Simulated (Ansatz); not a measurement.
**FGeH2O− (SMILES [O-][GeH2][F]): functionals against CCSD(T) at one geometry**

One table from this session's results is given with a row withheld; the runs are named, their logs left out.

Computed with Ansatz 0.2.0, Gaussian basis. Level: single points in def2-TZVPPD.

Cores are frozen in the correlated methods. Filled d shells of the heavier atoms are correlated.

**The starting structure**

SMILES `[O-][GeH2][F]`, 5 atoms, charge -1, spin multiplicity 1.

Atoms are counted from 1 here; the program's logs count them from 0.

Bond lengths: O1–Ge2 1.671 Å, Ge2–F3 1.864 Å, Ge2–H4 1.572 Å, Ge2–H5 1.545 Å. Angles: O1–Ge2–F3 110.2°, O1–Ge2–H4 131.0°, O1–Ge2–H5 115.3°, F3–Ge2–H4 94.7°, F3–Ge2–H5 98.5°, H4–Ge2–H5 101.0°.

Coordinates:

```tsv
atom	x (Å)	y (Å)	z (Å)
O1	-0.6483	0.1655	1.6606
Ge2	0.0432	-0.1155	0.1658
F3	-0.8653	0.8365	-1.1540
H4	0.1626	-1.4330	-0.6830
H5	1.4483	0.4937	-0.0379
```

Set-up of the first run:

run/in.yaml

```yaml
crystal:
  periodic: [false, false, false]
  atoms:
    - {symbol: O, position_ang: [-0.648300, 0.165500, 1.660600]}
    - {symbol: Ge, position_ang: [0.043200, -0.115500, 0.165800]}
    - {symbol: F, position_ang: [-0.865300, 0.836500, -1.154000]}
    - {symbol: H, position_ang: [0.162600, -1.433000, -0.683000]}
    - {symbol: H, position_ang: [1.448300, 0.493700, -0.037900]}
basis:
  gaussian: {orbitals: "def2-TZVPPD.json"}
total_charge: -1
correlation: {method: ccsd_t}
output: {forces: true}
```

The basis file named in the input lies beside it (Basis Set Exchange, JSON).

The command line of these runs was not kept.

Among the steps run: CCSD(T)/def2-TZVPPD; PBE0-D4/def2-TZVPPD; wB97M-V/def2-TZVPPD; r2SCAN-D4/def2-TZVPPD; PBE-D4/def2-TZVPPD; LC-wPBE/def2-TZVPPD; CAM-B3LYP-D4/def2-TZVPPD.

One table of the session follows, with a row left open; its other results are not shown here.

```
      method  RMS force component (eV/Å)  angle to CCSD(T) forces (°)
     CCSD(T)                       0.527                    reference
     PBE0-D4                       0.476                         16.5
     wB97M-V                           ?                            ?
   r2SCAN-D4                       0.467                         10.1
      PBE-D4                       0.479                         31.4
     LC-wPBE                       0.480                         25.6
CAM-B3LYP-D4                       0.469                         15.3
```

**Question.** Estimate the row for wB97M-V.

As computed: RMS force component (eV/Å): 0.464; angle to CCSD(T) forces (°): 9.3. In the column «RMS force component (eV/Å)» it is the lowest.
